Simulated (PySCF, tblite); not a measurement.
# C₆H₆F₂: geometry, infrared bands and NMR shifts

Aim: predict the infrared bands and NMR shifts of C₆H₆F₂ (`C[C@H]1C(F)=C/C1=C/F`).

Programs: tblite 0.8.0 and PySCF 2.14.0, with density-fitted response routines of our own. Each step states its level of theory. These are calculated values for one molecule in the gas phase, unless marked as measured. Atoms count from 0, in the outputs and in this text.

## 1. The molecule as given

14 atoms, charge 0, multiplicity 1; geometry from: force field or distance geometry start.

Bonds of the start (Å): C0–C1 1.52, C1–C2 1.53, C2–F3 1.36, C2–C4 1.35, C4–C5 1.44, C5–C6 1.33, C6–F7 1.34, C5–C1 1.51, C0–H8 1.10, C0–H9 1.10, C0–H10 1.09, C1–H11 1.09, C4–H12 1.09, C6–H13 1.08.

## 2. Geometry optimisation with GFN2-xTB

The job: settings as JSON, then the geometry in Å.

```
{"job": {"kind": "relax", "xc": "GFN2-xTB", "basis": "xTB"}, "charge": 0, "multiplicity": 1}
C     -1.490800    -0.833100    -0.107200
C     -0.480600     0.214600    -0.548900
C     -0.454500     1.495900     0.280300
F     -1.367500     2.484200     0.463700
C      0.797100     1.297400     0.734000
C      0.916500     0.055400     0.014200
C      1.879000    -0.851600    -0.111900
F      1.722600    -1.948500    -0.862100
H     -2.505800    -0.512000    -0.376600
H     -1.485100    -1.007200     0.979700
H     -1.313600    -1.788100    -0.608000
H     -0.530300     0.357600    -1.624500
H      1.455600     1.862000     1.388700
H      2.856700    -0.827100     0.356600
```

Launch:

```sh
$ OMP_NUM_THREADS=1 python probes_run.py task.json out
```

This one command runs all jobs of the session in turn.

**Question.** This job is followed by: GFN2-xTB harmonic vibrations, gas phase; GIAO PBE0/pcSseg-1 NMR shielding, non-relativistic, gas phase. What will the session give for the following? strongest single infrared mode (GFN2-xTB); zero-point energy (GFN2-xTB); ¹³C shifts against TMS (PBE0/pcSseg-1); ¹H shifts against TMS (PBE0/pcSseg-1, means over atoms taken as alike); ¹⁹F shifts against CFCl3 (PBE0/pcSseg-1); surface potential, 1st and 99th percentile.

The runs gave:

| quantity | value |
| --- | --- |
| strongest single infrared mode (GFN2-xTB) | 1668 cm⁻¹, 136 km/mol |
| zero-point energy (GFN2-xTB) | 64.1 kcal/mol |
| ¹³C shifts against TMS (PBE0/pcSseg-1) | 176.3, 147.0, 124.7, 110.9, 51.1, 18.5 ppm |
| ¹H shifts against TMS (PBE0/pcSseg-1, means over atoms taken as alike) | 6.90, 5.13, 3.80, 1.46 ppm |
| ¹⁹F shifts against CFCl3 (PBE0/pcSseg-1) | -93.7, -152.7 ppm |
| surface potential, 1st and 99th percentile | -0.79 V and 1.16 V |

The optimisation took 25 steps and gained 0.063 eV; among the close pairs (by a distance rule), C2–F3 changed most, from 1.358 to 1.329 Å. No mode is imaginary among the 36: a minimum at this level. The strongest single mode, at 1668 cm⁻¹, moves mainly C2 and C4. GFN2-xTB is a fitted tight-binding method: band positions and strengths are rough. Its intensities can rank the bands wrongly. At PBE0/pcSseg-1: Shielding is most anisotropic at F3 (span 218 ppm, paramagnetic term -207 ppm). At PBE0/pcSseg-1, counted by nearest atom on the grid, the HOMO lies on C6 26 %; C2, C5 about 19 % each, the LUMO on C2 33 %; C4, C6 about 17 % each.
